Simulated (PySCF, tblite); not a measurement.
**C3H6O2SSi: geometry, infrared bands and NMR shifts**

Aim: predict the infrared bands and NMR shifts of C3H6O2SSi (`OC[C@H]1[SiH2]OC1=S`).

The runs use tblite 0.8.0 and PySCF 2.14.0, with density-fitted response routines of our own; the level of theory stands in each step. All values are computed, except where a source is named. Atoms count from 0, in the outputs and in this text.

### Step 1. Starting geometry

13 atoms, charge 0, multiplicity 1; geometry from: force field or distance geometry start.

Bonds of the start (Å): O0–C1 1.39, C1–C2 1.49, C2–Si3 1.85, Si3–O4 1.74, O4–C5 1.42, C5–S6 1.63, C5–C2 1.51, O0–H7 0.98, C1–H8 1.11, C1–H9 1.10, C2–H10 1.10, Si3–H11 1.47, Si3–H12 1.45.

### Step 2. Geometry optimisation with GFN2-xTB

The job: settings as JSON, then the geometry in Å.

```
{"job": {"kind": "relax", "xc": "GFN2-xTB", "basis": "xTB"}, "charge": 0, "multiplicity": 1}
O      1.466700     0.442700     0.876200
C      1.132800     0.494700    -0.470300
C     -0.327900     0.236000    -0.585800
Si    -0.828000    -1.411200     0.087900
O     -1.221900    -0.256200     1.326200
C     -1.193700     0.876400     0.471100
S     -1.877900     2.342800     0.671600
H      2.250100    -0.105800     1.095400
H      1.348500     1.529600    -0.815900
H      1.669300    -0.249300    -1.084400
H     -0.740900     0.495900    -1.569500
H      0.254000    -2.302900     0.526700
H     -1.935400    -2.092200    -0.547000
```

Started as:

```bash
> OMP_NUM_THREADS=1 python probes_run.py task.json out
```

This one command runs all jobs of the session in turn.

**Question.** This job is followed by: GFN2-xTB harmonic vibrations, gas phase; GIAO PBE0/pcSseg-1 NMR shielding, non-relativistic, gas phase. Predict these results of the whole session: strongest single infrared mode (GFN2-xTB); zero-point energy (GFN2-xTB); 13C shifts against TMS (PBE0/pcSseg-1); 1H shifts against TMS (PBE0/pcSseg-1); 17O shifts against H2O (PBE0/pcSseg-1); 29Si shifts against TMS (PBE0/pcSseg-1); 33S shifts against CS2 (PBE0/pcSseg-1); surface potential, 1st and 99th percentile.

**Answer**, as computed:

```
                                 quantity                                   value
strongest single infrared mode (GFN2-xTB)                   2336 cm⁻¹, 286 km/mol
             zero-point energy (GFN2-xTB)                           53.5 kcal/mol
   13C shifts against TMS (PBE0/pcSseg-1)                   235.6, 68.1, 61.0 ppm
    1H shifts against TMS (PBE0/pcSseg-1)  5.77, 5.48, 4.76, 4.11, 3.06, 0.93 ppm
   17O shifts against H2O (PBE0/pcSseg-1)                         329.8, 37.8 ppm
  29Si shifts against TMS (PBE0/pcSseg-1)                                 2.8 ppm
   33S shifts against CS2 (PBE0/pcSseg-1)                                 417 ppm
    surface potential, 1st and 99th percentile                      -1.56 V and 2.38 V
```

**Reading.** Relaxing lowered the energy by 0.800 eV in 65 steps; the close pair that moved most is O4–C5, from 1.419 to 1.342 Å. All 33 modes are real, so the xTB geometry is a minimum. The strongest single mode, at 2336 cm⁻¹, moves mainly H12. Unscaled tight-binding wavenumbers are off by several per cent, some by more. Its intensities can rank the bands wrongly. C5 (thiocarbonyl carbon) lies farthest downfield among carbon, at 235.6 ppm; low-lying n→π* states of the double bond to the heteroatom give a large paramagnetic term (-308 ppm). At PBE0/pcSseg-1: Shielding is most anisotropic at S6 (span 884 ppm, paramagnetic term -971 ppm). By nearest atom (PBE0/pcSseg-1), the HOMO sits on S6 81 % and the LUMO on C5 42 %; S6 32 %.
